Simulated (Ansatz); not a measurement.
# Al2O3 (Corundum): the cost of one run

Computed with Ansatz 0.2.0 through its Python package. Level of theory: DFT PBE, plane waves, PAW.

## (1) The system

It takes space group R-3c (No. 167, trigonal). Conventional cell: a = 4.760 Å, b = 4.760 Å, c = 12.996 Å, α = 90.00°, β = 90.00°, γ = 120.00°. Al (site symmetry 3) has 6 O at 1.85 to 1.97 Å as nearest neighbours. O (site symmetry 2) is surrounded by 4 Al at 1.85 to 1.97 Å.

The script holds or builds the structure itself.

## (2) The script

Input file al2o3_pdos.py:

```python
"""Which atoms and shells make the states of Al2O3."""

import sys

import ansatz as az
import numpy as np

al2o3 = (
    az.Lattice.from_parameters(4.7605, 4.7605, 12.9956, alpha=90, beta=90, gamma=120)
    .space_group(167)
    .atom("Al", (1 / 3, 2 / 3, 0.018827))
    .atom("O", (0.30668, 0.0, 0.25))
    .primitive()
)

setup = al2o3.calculation()
setup = setup.functional("pbe")
setup = setup.basis(17 * az.Ha)
setup = setup.kpoints(5, 5, 5)
setup = setup.occupations("fixed").scf(extra_bands=26)
setup = setup.density_of_states(projected=True, method="smearing", broadening_width=0.15, energy_step=0.1)
try:
    done = setup.run(threads=1)
except az.NonConvergedError as error:
    sys.exit(f"no convergence: {error}")
except az.RefusalError as error:
    sys.exit(f"input refused: {error}")
data = done.report

dos = done.density_of_states()
energy = np.asarray(dos.energies_ev) - dos.fermi_ev
curves = {}
for site in done.projected_density_of_states().sites:
    for shell in site.shells:
        weight = sum(np.sum(curve.g_bin_mean_per_ev, axis=0) for curve in shell.curves)
        name = f"{site.species} {shell.label}"
        curves[name] = curves.get(name, 0) + weight

step = energy[1] - energy[0]
windows = [(-6, -3), (-3, 0), (0, 4)]
print("states by shell in windows of E - E_F (eV):", windows)
for name, g in curves.items():
    print(f"{name:8s}", " ".join(f"{step * g[(energy >= a) & (energy < b)].sum():8.3f}" for a, b in windows))
filled = (energy < 0) & (energy > -6)
for name, g in curves.items():
    if g[filled].sum() * step > 0.5:
        print(f"centre of {name}: {np.average(energy[filled], weights=g[filled]):.2f} eV")
```

## (3) The input behind the calls

The package turns the script's settings into the engine's input:

```yaml
crystal:
  lattice:
    a: 4.7605
    b: 4.7605
    c: 12.9956
    alpha: 90.0
    beta: 90.0
    gamma: 120.0
  space_group: 167
  atoms:
    - { symbol: Al, position: [0.3333333333333333, 0.6666666666666666, 0.018827] }
    - { symbol: O, position: [0.30668, 0.0, 0.25] }
  reduce_to_primitive: true
basis:
  ecutwfc: 462.593566181796
kpoints:
  mp_grid:
    grid: [5, 5, 5]
hamiltonian:
  xc: pbe
scf:
  n_extra_bands: 26
  occupations:
    method: fixed
output:
  dos:
    de: 0.1
    method:
      smearing:
        sigma: 0.15
    projected: true
```

## (4) The run

Command:

```bash
> python al2o3_pdos.py
```

Q: Estimate wall time and peak memory on 1 thread of Arm Neoverse V2, shared host.

About 5.5 s, with a peak of 0.41 GiB.
